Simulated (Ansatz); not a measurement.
**ClGaHI (SMILES [Cl][GaH][I]): a rigid scan of the angle Cl1–Ga2–H4**

An exercise on one series of results from a longer session: the logs are not shown, and one member is left open.

Computed with Ansatz 0.2.0, Gaussian basis. Level: single points in def2-TZVPP.

Levels: PBE-D4, r2SCAN-D4, PBE0-D4, B3LYP-D4, wB97M-V, Hartree-Fock, MP2, CCSD, CCSD(T). The scan takes 90.4, 97.9, 105.4, 112.9, 120.4, 127.9, 135.4, 142.9, 150.4°.

Cores are frozen in the correlated methods. Filled d shells of the heavier atoms are correlated. Core potentials replace the inner electrons past krypton, and spin-orbit coupling is left out. B3LYP uses VWN-RPA correlation.

28 further runs of the same task are left out: 28 set aside as unsound or not needed.

### The system as given

The minimum, relaxed at PBE0-D4: 4 atoms, charge 0, spin multiplicity 1.

Atoms are counted from 1 here; the program's logs count them from 0.

Bond lengths: Cl1–Ga2 2.134 Å, Ga2–I3 2.469 Å, Ga2–H4 1.550 Å. Angles: Cl1–Ga2–I3 116.1°, Cl1–Ga2–H4 120.4°, I3–Ga2–H4 123.5°.

As a file:

```xyz
4
charge 0, multiplicity 1
Cl   -2.0088   -0.0365   -0.4875
Ga    0.0746    0.1912   -0.0866
I     1.1709   -1.6987    1.0624
H     0.8187    1.4837   -0.5086
```

Energies of the minimum (eV), from earlier single points: PBE-D4 -73007.92448, r2SCAN-D4 -73023.38936, PBE0-D4 -73010.75302, B3LYP-D4 -73025.83151, wB97M-V -73017.31430, CCSD(T) -72954.71786.

At the minimum the angle Cl1–Ga2–H4 is 120.4°.

Set-up of the first run:

The input, ccsdt-tzvpp/in.yaml:

```yaml
crystal:
  periodic: [false, false, false]
  atoms:
    - {symbol: Cl, position_ang: [-1.747014, 0.960126, -0.888935]}
    - {symbol: Ga, position_ang: [0.074640, 0.191243, -0.086573]}
    - {symbol: I, position_ang: [1.170937, -1.698732, 1.062423]}
    - {symbol: H, position_ang: [0.818731, 1.483701, -0.508626]}
basis:
  gaussian: {orbitals: def2-TZVPP}
correlation: {method: ccsd_t}
```

The command line of these runs was not kept.

Among the steps run: Cl1–Ga2–H4 = 90.4°; Cl1–Ga2–H4 = 97.9°; Cl1–Ga2–H4 = 105.4°; Cl1–Ga2–H4 = 112.9°; Cl1–Ga2–H4 = 120.4°; Cl1–Ga2–H4 = 127.9°; Cl1–Ga2–H4 = 135.4°; Cl1–Ga2–H4 = 142.9°; Cl1–Ga2–H4 = 150.4°.

One of the session's tables, all rows but one given; the rest of the session is left out.

Energies less that of the minimum at the same level (kJ/mol):

```
      angle (°)  PBE-D4  PBE0-D4  B3LYP-D4  wB97M-V  Hartree-Fock
           90.4    51.8     54.9      54.7     56.5          62.1
           97.9       ?        ?         ?        ?             ?
          105.4    12.6     13.4      13.1     14.0          14.2
          112.9     3.1      3.4       3.2      3.7           3.2
          120.4     0.0      0.0       0.0      0.0           0.0
120.4 (minimum)     0.0      0.0       0.0      0.0           0.0
          127.9     3.4      3.5       3.9      3.3           5.1
          135.4    14.5     14.9      15.8     14.4          19.6
          142.9    35.3     36.4      38.3     35.9          46.2
          150.4    70.4     72.5      76.0     72.3          90.2
```

Estimate the missing values for angle (°) = 97.9.

Worked estimate for «PBE-D4». A straight line through the neighbours (90.4, 51.8) and (105.4, 12.6) gives 51.8 + (12.6 − 51.8) × (97.9 − 90.4) / (105.4 − 90.4) = 32.2; a parabola fitted to 3 rows on both sides gives 28.8.

As computed: PBE-D4: 28.5; PBE0-D4: 30.3; B3LYP-D4: 30.0; wB97M-V: 31.3; Hartree-Fock: 33.5. In «PBE-D4» the line misses by +3.7 and the parabola by +0.3.

Limits of these values: A polynomial through the near points puts the CCSD(T) minimum 0.3° below the PBE0-D4 value.
